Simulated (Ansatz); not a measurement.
**Mg2NCl: a trial structure relaxed**

Where does Mg2NCl go from the start given, structure listed in a database for this formula (R-3m, No. 166)?

Method: DFT PBEsol, scalar-relativistic, plane waves, PAW, in Ansatz 0.2.0.

2 further runs of the same task are left out: 2 set aside as unsound or not needed.

### Step 1. The system as given

Symmetry: R-3m, No. 166, trigonal system. Conventional cell: a = 3.321 Å, b = 3.321 Å, c = 18.009 Å, α = 90.00°, β = 90.00°, γ = 120.00°. Mg (site symmetry 3m) has 3 N at 2.17 Å and 3 Cl at 2.76 Å as nearest neighbours. Around N (site symmetry -3m) lie 6 Mg at 2.17 Å. Cl (site symmetry -3m) is surrounded by 6 Mg at 2.76 Å.

Coordinates:

```xyz
4
Lattice="1.6607 0.9588 6.0030 -1.6607 0.9588 6.0030 0.0000 -1.9176 6.0030" Properties=species:S:1:pos:R:3 pbc="T T T"
Mg    0.0000    0.0000    4.0127
Mg    0.0000    0.0000   13.9963
N     0.0000    0.0000    9.0045
Cl    0.0000    0.0000    0.0000
```

(A quick probe on a coarse mesh, which set the mesh and smearing, is not shown.)

### Step 3. Full relaxation

Input file input.yaml:

```yaml
crystal:
  lattice:
    - [1.6606666161, 0.9587863178, 6.002977]
    - [-1.6606666161, 0.9587863178, 6.002977]
    - [0.0, -1.9175726357, 6.002977]
  atoms:
    - { symbol: Mg, position: [0.222815, 0.222815, 0.222815] }
    - { symbol: Mg, position: [0.777185, 0.777185, 0.777185] }
    - { symbol: "N", position: [0.5, 0.5, 0.5] }
    - { symbol: Cl, position: [0.0, 0.0, 0.0] }
basis:
  ecutwfc: 420
kpoints:
  mp_grid: { grid: [12, 12, 12] }
hamiltonian:
  xc: pbesol
scf:
  occupations: { method: gaussian, width: 0.02 }
output:
  forces: true
  stress: true
  eigenvalues: true
relax:
  adjacent_minimum: "off"
  f_tol: 0.01
  max_steps: 80
  cell: { stress_tol: 0.05 }
```

On the command line:

```console
$ ansatz run input.yaml --threads 1 --pin off --max-ram 2560MiB --backend cpu --events-out ev --progress --plain --runs-dir out
```

What does the calculation give?

**Answer**, as computed:

Formation energies count from the elements, computed with the same settings in runs not shown here.

```
                          quantity                                                                        value
               cell (conventional)  a = 3.287 Å, b = 3.287 Å, c = 17.796 Å, α = 90.00°, β = 90.00°, γ = 120.00°
                       space group                                                               R-3m (No. 166)
                            volume                                                                13.88 Å³/atom
                   gap on the mesh                                                                      2.36 eV
formation energy from the elements                                                               -1.244 eV/atom
```

In words: The space group stayed R-3m, and from the first guess the volume went from 14.34 to 13.88 Å³/atom. With -1.24 eV/atom it lies under the elements, which doesn't yet make it stable against other compounds of them.

These are semilocal Kohn-Sham gaps, which aren't the measured quantity. Such gaps usually fall short of the measured ones.
